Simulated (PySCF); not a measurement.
# C8H4In ([In(CCH)4]-): the cost of one run

Computed with PySCF 2.14.0 and routines of our own; the level stands in each step. Atoms count from 0.

## Step 1: The starting structure

13 atoms, charge -1, multiplicity 1; geometry from: GFN2-xTB.

## Step 2: Geometry optimisation at PBE0-D3(BJ)/def2-SVP

What the job is given:

```
{"job": {"xc": "PBE0", "basis": "def2-SVP", "d3": "d3bj", "grid": 1, "maxiter": 30, "shake": 0.03, "kind": "geom"}, "charge": -1, "multiplicity": 1}
In     0.066040    -0.079640     0.007230
C     -0.012980    -0.018130     2.140750
C     -0.056770    -0.008080     3.327240
H      0.095130     0.003830     4.401570
C      2.026610    -0.017190    -0.751940
C      3.163860     0.022520    -1.119000
H      4.205900     0.008930    -1.455120
C     -0.967000     1.769730    -0.737510
C     -1.592440     2.751640    -1.065340
H     -2.095410     3.592620    -1.445260
C     -1.041450    -1.767540    -0.694380
C     -1.577250    -2.737460    -1.094140
H     -2.183600    -3.573340    -1.491910
```

Started as:

```sh
$ OMP_NUM_THREADS=1 python heavy_run.py task.json out
```

The driver reads the jobs from task.json and runs them one after another.

**Question.** How long does this first job take on 1 thread of Arm Neoverse V1, shared host, and how much memory does it need?

About 1.8 min, with a peak of 0.61 GiB.
